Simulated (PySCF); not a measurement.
# Gd(NO3)3: other functionals and bases at one geometry

The task here is to estimate one member of a computed series from the others.

Computed with PySCF 2.14.0. Level: several levels, as the steps say, no spin–orbit coupling.

4 further runs of the same task are left out: 2 for a known fault of the program, 2 that didn't finish.

## Where the work starts

13 atoms, charge 0, spin multiplicity 1.

Bond lengths: Gd1–O2 2.361 Å, Gd1–O3 2.361 Å, Gd1–N4 2.809 Å, Gd1–O6 2.361 Å, Gd1–O7 2.361 Å, Gd1–N8 2.809 Å, Gd1–O10 2.361 Å, Gd1–O11 2.361 Å, Gd1–N12 2.809 Å, O2–N4 1.308 Å, O3–N4 1.308 Å, N4–O5 1.200 Å, O6–N8 1.308 Å, O7–N8 1.308 Å, N8–O9 1.200 Å, O10–N12 1.308 Å, O11–N12 1.308 Å, N12–O13 1.200 Å. Angles: O2–Gd1–O3 55.2°, O2–Gd1–N4 27.6°, O2–Gd1–O6 100.7°, O2–Gd1–O7 135.3°, O2–Gd1–N8 120.4°, O2–Gd1–O10 100.7°, O2–Gd1–O11 119.3°, O2–Gd1–N12 112.4°, O3–Gd1–N4 27.6°, O3–Gd1–O6 119.3°, O3–Gd1–O7 100.7°, O3–Gd1–N8 112.4°, O3–Gd1–O10 135.3°, O3–Gd1–O11 100.7°, O3–Gd1–N12 120.4°, N4–Gd1–O6 112.4°, N4–Gd1–O7 120.4°, N4–Gd1–N8 120.0° and more.

As a file:

```xyz
13
charge 0, multiplicity 1
Gd    0.0000    0.0000    0.0000
O     2.0918   -0.1703    1.0810
O     2.0918    0.1703   -1.0810
N     2.8088    0.0000    0.0000
O     4.0090    0.0000    0.0000
O    -0.8984    1.8967    1.0810
O    -1.1934    1.7264   -1.0810
N    -1.4044    2.4325    0.0000
O    -2.0045    3.4719    0.0000
O    -1.1934   -1.7264    1.0810
O    -0.8984   -1.8967   -1.0810
N    -1.4044   -2.4325    0.0000
O    -2.0045   -3.4719    0.0000
```

Formal oxidation states: Gd +3. Each metal's 7 4f electrons lie in its core potential, so multiplicities, spins and levels count the valence alone. An earlier session relaxed this geometry at BP86, Gd lcecp-1-SVP with ECP53, O def2-SVP, N def2-SVP (singlet, point group D3).

At BP86 on the finer grid: E = -876.570980 Eh, HOMO -7.67 eV, LUMO -4.02 eV, Mulliken charge on Gd1 +1.17 e, largest force component 0.027 eV/Å. 

Levels to run: CAM-B3LYP; wB97X; PBE0; PBE; BP86, TZVP. Hardware: 4 threads of Arm Neoverse V2, shared host.

The first run:

Contents of run.py (the lines that set the calculation):

```python
mol = gto.M(atom='''
Gd     0.00000     0.00000     0.00000
O      2.09175    -0.17031     1.08095
O      2.09175     0.17031    -1.08095
N      2.80884     0.00001     0.00000
O      4.00901     0.00001     0.00000
O     -0.89839     1.89666     1.08095
O     -1.19337     1.72635    -1.08095
N     -1.40442     2.43252     0.00000
O     -2.00451     3.47190     0.00000
O     -1.19337    -1.72636     1.08095
O     -0.89838    -1.89667    -1.08095
N     -1.40441    -2.43253     0.00000
O     -2.00450    -3.47191     0.00000''',
    basis={'Gd': 'lcecp-1-SVP', 'O': 'def2-SVP', 'N': 'def2-SVP'},
    ecp={'Gd': 'lcecp-1-SVP'},
    charge=0, spin=0)
mf = dft.RKS(mol, xc='CAMB3LYP')
mf.grids.atom_grid = (75, 302)  # f atoms: unpruned, at least (60, 302)
mf = mf.density_fit()  # fitting sets: Gd AutoAux, O def2-universal-JKFIT, N def2-universal-JKFIT
mf.conv_tol = 1e-08; mf.max_cycle = 55
mf.kernel(dm0)  # dm0: the density of the relaxed state
```

On the command line:

```console
> OMP_NUM_THREADS=4 python run.py
```

Among the steps run: CAM-B3LYP; wB97X; PBE0; PBE; BP86, TZVP.

One of the session's tables, all rows but one given; the rest of the session is left out.

```
              level  HOMO (eV)  gap (eV)  charge on Gd1 (e)  largest force component (eV/Å)
BP86 (relaxed here)      -7.67      3.65               1.17                            0.03
          CAM-B3LYP     -10.96      9.02               1.32                            1.97
              wB97X     -12.00     11.12               1.39                            2.18
               PBE0          ?         ?                  ?                               ?
                PBE      -7.54      3.63               1.14                            0.24
         BP86, TZVP      -7.77      3.69               1.52                            0.14
```

**Question.** Estimate the row for PBE0.

As computed: HOMO (eV): -9.52; gap (eV): 6.42; charge on Gd1 (e): 1.38; largest force component (eV/Å): 2.05. In the column «HOMO (eV)» it lies between CAM-B3LYP (-10.96) and BP86, TZVP (-7.77).

In one basis the HOMO–LUMO gap runs from 3.63 eV (PBE) to 11.12 eV (wB97X). The largest leftover force, 2.18 eV/Å with wB97X, stands at a geometry relaxed at another level. With 4f in the core, its levels are missing from HOMO and gap, and its count is fixed, so no charge can pass from the ligands into it. Total energies of different levels can't be compared.
